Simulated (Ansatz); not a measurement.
# BrH5Si: the cost of one run

All numbers below are computed with Ansatz 0.2.0 (RKS B3LYP-D4/def2-mTZVP).

### Step 1. The structure to begin with

Bond lengths: Si1–H3 1.453 Å, Si1–H4 1.453 Å, Si1–H5 1.477 Å, Si1–Br7 2.697 Å. Angles: H3–Si1–H4 137.1°, H3–Si1–H5 104.5°, H3–Si1–Br7 103.9°, H4–Si1–H5 104.4°, H4–Si1–Br7 104.2°, H5–Si1–Br7 95.3°.

As a file:

```xyz
7

Si   -0.5923   -0.1830   -0.3491
H     0.7472   -0.8068    0.8120
H     0.1295   -1.0632   -1.2524
H    -1.3639   -0.3138    0.8756
H    -1.4435    0.6376   -1.2347
H     1.3472   -0.0528    0.9598
Br    1.1758    1.7819    0.1887
```

### Step 2. A restrained relaxation towards end A

Springs on the bonds that form and break draw the guess towards this end; the thresholds are loose.

input.yaml reads:

```yaml
crystal:
  periodic: [false, false, false]
  atoms:
    - { symbol: Si, position_ang: [-0.5923, -0.183, -0.3491] }
    - { symbol: H, position_ang: [0.7472, -0.8068, 0.812] }
    - { symbol: H, position_ang: [0.1295, -1.0632, -1.2524] }
    - { symbol: H, position_ang: [-1.3639, -0.3138, 0.8756] }
    - { symbol: H, position_ang: [-1.4435, 0.6376, -1.2347] }
    - { symbol: H, position_ang: [1.3472, -0.0528, 0.9598] }
    - { symbol: Br, position_ang: [1.1758, 1.7819, 0.1887] }
basis:
  gaussian: { orbitals: def2-mTZVP }
hamiltonian:
  xc: b3lyp
  dispersion: d4
relax:
  f_tol: 0.15
  max_steps: 25
  restrain:
    - { distance: [0, 6], at: 3.61, k: 30.0 }
    - { distance: [5, 1], at: 1.92, k: 30.0 }
    - { distance: [0, 1], at: 1.42, k: 30.0 }
    - { distance: [5, 6], at: 1.51, k: 30.0 }
```

Launch:

```sh
ansatz run input.yaml --threads 2 --pin off --max-ram 3072MiB --backend cpu --events-out ev --progress --plain --runs-dir out
```

What time and memory should one allow on 2 threads of Arm Neoverse N1, shared host?

About 22 s, with a peak of 0.14 GiB.
